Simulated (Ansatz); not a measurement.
## Cs2NaAuCl6, space group Fm-3m: a projected density of states, step by step

With the Python package of Ansatz (0.2.0).

The cells in order, each with its output:

In [1]:
```python
import ansatz as az
import numpy as np
```

In [2]:
```python
cell = (
    az.Lattice.from_parameters(7.572747, 7.572747, 7.572747, alpha=60.0, beta=60.0, gamma=60.0)
    .atom("Cs", (0.75, 0.75, 0.75))
    .atom("Cs", (0.25, 0.25, 0.25))
    .atom("Na", (0.5, 0.5, 0.5))
    .atom("Au", (0.0, 0.0, 0.0))
    .atom("Cl", (0.763442, 0.236558, 0.236558))
    .atom("Cl", (0.236558, 0.236558, 0.763442))
    .atom("Cl", (0.236558, 0.763442, 0.763442))
    .atom("Cl", (0.236558, 0.763442, 0.236558))
    .atom("Cl", (0.763442, 0.236558, 0.763442))
    .atom("Cl", (0.763442, 0.763442, 0.236558))
)
```

In [3]:
```python
cell.resolved().tree()["lattice"]
```
Out [3]:
```text
((7.572747, 0.0, 0.0), (3.7863735000000007, 6.558191278432396, 0.0),
 (3.7863735000000007, 2.1860637594774657, 6.183122033730694))
```

In [4]:
```python
setup = cell.calculation()
setup = setup.functional("LDA")
setup = setup.kpoints(4).occupations("fermi_dirac")
setup = setup.scf(extra_bands=26)
setup = setup.density_of_states(projected=True, energy_step=0.05)
history = []
result = setup.session().plan().execute(on_event=lambda event: history.append(event["data"]["dr2_ev"]) if event["event"] == "scf_iter" else None)
data = result.report
```
```text
DeckWarning: basis.ecutwfc = 420 eV, auto-derived from the records' recommended cutoffs: set by Cs (normal level)
```

In [5]:
```python
data["kpoints_frac"][:4]
```
Out [5]:
```text
[[0.0, 0.0, 0.0], [0.0, 0.0, 0.25], [0.0, 0.0, -0.5], [0.0, 0.25, 0.25]]
```

In [6]:
```python
[(site.symbol, site.position_frac.round(4).tolist()) for site in result.lattice.sites]
```
Out [6]:
```text
[(<Element.CS: 'Cs'>, [0.75, 0.75, 0.75]), (<Element.CS: 'Cs'>, [0.25, 0.25, 0.25]),
 (<Element.NA: 'Na'>, [0.5, 0.5, 0.5]), (<Element.AU: 'Au'>, [0.0, 0.0, 0.0]),
 (<Element.CL: 'Cl'>, [0.7634, 0.2366, 0.2366]), (<Element.CL: 'Cl'>, [0.2366, 0.2366, 0.7634]),
 (<Element.CL: 'Cl'>, [0.2366, 0.7634, 0.7634]), (<Element.CL: 'Cl'>, [0.2366, 0.7634, 0.2366]),
 (<Element.CL: 'Cl'>, [0.7634, 0.2366, 0.7634]), (<Element.CL: 'Cl'>, [0.7634, 0.7634, 0.2366])]
```

In [7]:
```python
print("density residual by iteration (eV):", " ".join(f"{value:.1e}" for value in history[:40]))
```
```text
density residual by iteration (eV): 1.1e-01 3.4e-02 1.8e-02 9.0e-03 3.9e-03 3.9e-04 2.6e-05 9.7e-07 4.3e-08
```

In [8]:
```python
dos = result.density_of_states()
energy = np.asarray(dos.energies_ev) - dos.fermi_ev
curves = {}
for site in result.projected_density_of_states().sites:
    for shell in site.shells:
        weight = sum(np.sum(curve.g_bin_mean_per_ev, axis=0) for curve in shell.curves)
        name = f"{site.species} {shell.label}"
        curves[name] = curves.get(name, 0) + weight
```

In [9]:
```python
step = energy[1] - energy[0]
windows = [(-8, -4), (-4, 0), (0, 6)]
print("states by shell in windows of E - E_F (eV):", windows)
for name, g in curves.items():
    print(f"{name:8s}", " ".join(f"{step * g[(energy >= a) & (energy < b)].sum():8.3f}" for a, b in windows))
filled = (energy < 0) & (energy > -8)
for name, g in curves.items():
    if g[filled].sum() * step > 0.5:
        print(f"centre of {name}: {np.average(energy[filled], weights=g[filled]):.2f} eV")
```
```text
states by shell in windows of E - E_F (eV): [(-8, -4), (-4, 0), (0, 6)]
Cs 5S       0.002    0.006    0.006
Cs 6S       0.054    0.259    1.296
Cs 5P      11.739    0.209    0.021
Na 2S       0.001    0.001    0.003
Na 3S       0.057    0.148    0.839
Na 2P       0.002    0.004    0.001
Au 5S       0.002    0.000    0.005
Au 6S       0.513    0.009    1.060
Au 5P       0.000    0.014    0.001
Au 5D       7.016    2.063    0.713
Cl 3S       0.211    0.095    0.336
Cl 3P       4.357   28.651    2.226
centre of Cs 5P: -6.58 eV
centre of Au 6S: -4.85 eV
centre of Au 5D: -3.67 eV
centre of Cl 3P: -2.21 eV
```

Reading the output:
- For a metal this k-point mesh is coarse: on a finer one energies can move by several to tens of meV an atom and pressures by half a GPa or more, differences at one mesh by less.
- The empty d shell of the heavier alkali and alkaline-earth atoms, which makes much of a conduction band, may have no channel.
- Spin-orbit coupling, which matters for elements this heavy, is left out.
- The structure comes from a database of computed cells and needn't be a stable or known phase.
- Warnings are shown shortened and without file and line.
- Curves are summed over the cell's atoms. Only shells that the potentials hold have channels, so projections don't add up to the total, least of all where a shell is missing (p of most metals); heights and places of peaks move with the mesh.
- The density of states is complete only as far up as bands were computed.
- A band centre counts only the states inside the window taken.
- Hardware and time: 14 s on 1 thread of Arm Neoverse V1, on a shared host, peak memory 0.64 GiB.
